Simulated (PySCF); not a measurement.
**C4H4Al− (SMILES C#[C][AlH2-][C]#C) at PBE0/ANO-RCC-VDZ (sfX2C)**

Aim: the vertical ionisation energy of C4H4Al− at PBE0/ANO-RCC-VDZ (sfX2C), from 2 runs. Input form: a Python script.

Program for the calculation: PySCF 2.14.0.

## (1) Starting point

C4H4Al− has 9 atoms, charge -1, and is taken as a singlet. SMILES: `C#[C][AlH2-][C]#C`. The shape comes from GFN2-xTB, which is rough for such elements, and wasn't checked as a minimum.

Bond lengths: C1–C2 1.211 Å, C2–Al3 2.010 Å, Al3–C4 2.010 Å, C4–C5 1.211 Å, C1–H6 1.061 Å, Al3–H7 1.616 Å, Al3–H8 1.617 Å, C5–H9 1.061 Å. Angles: C1–C2–Al3 179.6°, C2–Al3–C4 109.0°, Al3–C4–C5 179.2°, C2–C1–H6 179.8°, C2–Al3–H7 109.8°, C2–Al3–H8 109.8°, C4–Al3–H7 109.7°, C4–Al3–H8 109.6°, C4–C5–H9 179.8°, H7–Al3–H8 108.8°.

## (2) The energy at PBE0/ANO-RCC-VDZ (sfX2C)

The input, input.py:

```python
# C#[C][AlH2-][C]#C
from pyscf import gto, dft

system = gto.M(
    atom='''
C    2.315700  -0.126510   1.495530
C    1.529280  -0.208520   0.577820
Al   0.213810  -0.336960  -0.936580
C   -1.580070   0.311780  -0.303310
C   -2.668420   0.690800   0.070020
H    3.002730  -0.051650   2.301140
H    0.715230   0.569300  -2.177270
H    0.091940  -1.872170  -1.428600
H   -3.620210   1.023930   0.401240
''',
    charge=-1,
    verbose=4,
    basis='ano-rcc-vdz',
    max_memory=1860,
)

mf = dft.RKS(system, xc='pbe0')
mf = mf.x2c()
mf.grids.level = 4
mf.conv_tol = 1e-10
mf.kernel()
if not mf.converged:
    mf = mf.newton().run(mf.mo_coeff, mf.mo_occ)

energy = mf.e_tot
print('E = %.10f Eh' % energy)
```

Run with:

```console
$ OMP_NUM_THREADS=1 python input.py
```

Standard output:

```text
PySCF version 2.14.0

[INPUT] num. atoms = 9
[INPUT] num. electrons = 42
[INPUT] charge = -1
[INPUT] spin (= nelec alpha-beta = 2S) = 0
[INPUT] symmetry False subgroup None
[INPUT] Mole.unit = angstrom
[INPUT] Symbol           X                Y                Z      unit          X                Y                Z       unit  Magmom
[INPUT]  1 C      2.315700000000  -0.126510000000   1.495530000000 AA    4.376038786655  -0.239069252019   2.826142111071 Bohr   0.0
[INPUT]  2 C      1.529280000000  -0.208520000000   0.577820000000 AA    2.889920367775  -0.394045691494   1.091921549296 Bohr   0.0
[INPUT]  3 Al     0.213810000000  -0.336960000000  -0.936580000000 AA    0.404042342693  -0.636762114933  -1.769879693745 Bohr   0.0
[INPUT]  4 C     -1.580070000000   0.311780000000  -0.303310000000 AA   -2.985899557642   0.589178811117  -0.573172830842 Bohr   0.0
[INPUT]  5 C     -2.668420000000   0.690800000000   0.070020000000 AA   -5.042582985312   1.305422806850   0.132318623242 Bohr   0.0
[INPUT]  6 H      3.002730000000  -0.051650000000   2.301140000000 AA    5.674337326015  -0.097604354334   4.348524374282 Bohr   0.0
[INPUT]  7 H      0.715230000000   0.569300000000  -2.177270000000 AA    1.351588816073   1.075821082715  -4.114443999232 Bohr   0.0
[INPUT]  8 H      0.091940000000  -1.872170000000  -1.428600000000 AA    0.173741419893  -3.537888558627  -2.699662741554 Bohr   0.0
[INPUT]  9 H     -3.620210000000   1.023930000000   0.401240000000 AA   -6.841205413412   1.934947270726   0.758233710220 Bohr   0.0

nuclear repulsion = 147.247790462763
number of shells = 14
number of NR pGTOs = 249
number of NR cGTOs = 57
basis = ano-rcc-vdz
ecp = {}

******** <class 'pyscf.x2c.sfx2c1e.sfX2C1eRKS'> ********
method = sfX2C1eRKS
initial guess = minao
damping factor = 0
level_shift factor = 0
DIIS = <class 'pyscf.scf.diis.CDIIS'>
diis_start_cycle = 1
diis_space = 8
diis_damp = 0
SCF conv_tol = 1e-10
SCF conv_tol_grad = None
SCF max_cycles = 50
direct_scf = True
direct_scf_tol = 1e-13
XC library pyscf.dft.libxc version 7.0.0
    S. Lehtola, C. Steigemann, M. J.T. Oliveira, and M. A.L. Marques.,  SoftwareX 7, 1–5 (2018)
XC functionals = pbe0
radial grids:
    Treutler-Ahlrichs [JCP 102, 346 (1995); DOI:10.1063/1.469408] (M4) radial grids

becke partition: Becke, JCP 88, 2547 (1988); DOI:10.1063/1.454033
pruning grids: <function nwchem_prune>
grids dens level: 4
symmetrized grids: False
atomic radii adjust function: <function treutler_atomic_radii_adjust>
small_rho_cutoff = 0

******** <class 'pyscf.x2c.sfx2c1e.SpinFreeX2CHelper'> ********
approx = 1e
xuncontract = 1
Set gradient conv threshold to 1e-05
Initial guess from minao.
tot grids = 205960
init E= -397.553334451229
  HOMO = -0.300771638148948  LUMO = -0.05074836087792  gap/eV = 6.80348
cycle= 1 E= -397.293942662348  delta_E= 0.259  |g|= 0.457  |ddm|= 4.24
  HOMO = -0.0494771016395035  LUMO = 0.155028555805305  gap/eV = 5.56488
cycle= 2 E= -397.241464588729  delta_E= 0.0525  |g|= 0.644  |ddm|= 1.48
  HOMO = -0.088891984914238  LUMO = 0.161212930530922  gap/eV = 6.80570
cycle= 3 E= -397.353902923676  delta_E= -0.112  |g|= 0.227  |ddm|= 1.05
  HOMO = -0.0966885893879548  LUMO = 0.156749921669867  gap/eV = 6.89641
cycle= 4 E= -397.36719464426  delta_E= -0.0133  |g|= 0.0206  |ddm|= 0.254
  HOMO = -0.100928630030497  LUMO = 0.15771775767877  gap/eV = 7.03813
cycle= 5 E= -397.367337089149  delta_E= -0.000142  |g|= 0.0031  |ddm|= 0.0395
  HOMO = -0.0999510673338717  LUMO = 0.157445323827064  gap/eV = 7.00411
cycle= 6 E= -397.367342213725  delta_E= -5.12e-06  |g|= 0.000404  |ddm|= 0.00742
  HOMO = -0.0999597331013242  LUMO = 0.157470493262504  gap/eV = 7.00503
cycle= 7 E= -397.367342254267  delta_E= -4.05e-08  |g|= 8.54e-05  |ddm|= 0.000497
  HOMO = -0.0999611055229583  LUMO = 0.157471970903246  gap/eV = 7.00511
cycle= 8 E= -397.367342255349  delta_E= -1.08e-09  |g|= 6.02e-05  |ddm|= 0.000155
  HOMO = -0.0999615457431373  LUMO = 0.157472553204419  gap/eV = 7.00514
cycle= 9 E= -397.367342256286  delta_E= -9.37e-10  |g|= 2.37e-06  |ddm|= 7.28e-05
  HOMO = -0.0999613298021398  LUMO = 0.157472577025468  gap/eV = 7.00513
cycle= 10 E= -397.367342256288  delta_E= -1.48e-12  |g|= 1.03e-06  |ddm|= 6.36e-06
  HOMO = -0.0999613871780136  LUMO = 0.157472611719981  gap/eV = 7.00514
Extra cycle  E= -397.367342256287  delta_E= 3.41e-13  |g|= 1.69e-06  |ddm|= 3.6e-06
converged SCF energy = -397.367342256287
E = -397.3673422563 Eh
```

Wall time 13 s (1 thread of Intel Xeon Platinum 8559C (Emerald Rapids), shared host); peak memory 0.33 GiB.

## (3) Doublet neutral C4H4Al

The input, run.py:

```python
from pyscf import gto, dft

mol = gto.M(
    atom='''
C      4.376039    -0.239069     2.826142
C      2.889920    -0.394046     1.091922
Al     0.404042    -0.636762    -1.769880
C     -2.985900     0.589179    -0.573173
C     -5.042583     1.305423     0.132319
H      5.674337    -0.097604     4.348524
H      1.351589     1.075821    -4.114444
H      0.173741    -3.537889    -2.699663
H     -6.841205     1.934947     0.758234
''',
    basis='ano-rcc-vdz',
    verbose=3,
    spin=1,
    charge=0,
    unit='bohr',
    max_memory=1860,
)

mf = dft.UKS(mol)
mf.xc = 'pbe0'
mf = mf.sfx2c1e()
mf.conv_tol = 1e-10
mf.grids.level = 4
mf.kernel()
if not mf.converged:
    mf = mf.newton().run(mf.mo_coeff, mf.mo_occ)

energy = mf.e_tot
print('Final energy', energy)
```

Run with:

```console
$ OMP_NUM_THREADS=1 python run.py
```

Standard output:

```text
converged SCF energy = -397.198306395925  <S^2> = 0.76351166  2S+1 = 2.0134663
Final energy -397.19830639592465
```

It took 21 s on 1 thread of Intel Xeon Platinum 8559C (Emerald Rapids), shared host; peak memory 0.34 GiB.

## (4) Outcome

Level: PBE0/ANO-RCC-VDZ (sfX2C).

| quantity | value |
| --- | --- |
| singlet C4H4Al−: total energy | -397.36734 Eh |
| singlet C4H4Al−: HOMO energy | -2.72 eV |
| singlet C4H4Al−: LUMO energy | 4.29 eV |
| singlet C4H4Al−: HOMO–LUMO gap (to an unbound level, set by the basis) | 7.01 eV |
| doublet neutral C4H4Al: total energy | -397.19831 Eh |
| doublet neutral C4H4Al: dipole moment | 0.87 D |
| doublet neutral C4H4Al: HOMO energy (highest over α and β) | -8.00 eV |
| doublet neutral C4H4Al: LUMO energy (lowest over α and β) | -6.46 eV |
| doublet neutral C4H4Al: ⟨S²⟩ | 0.764 |
| vertical detachment energy (to the doublet neutral) | 4.600 eV |

**Reading.** The vertical ionisation energy comes to 4.60 eV (106 kcal/mol). −ε(HOMO) before ionisation, 2.72 eV, is 1.88 eV below this ionisation energy. Mulliken charges (doublet neutral C4H4Al) run from -0.26 on C1 to +0.64 on Al3.
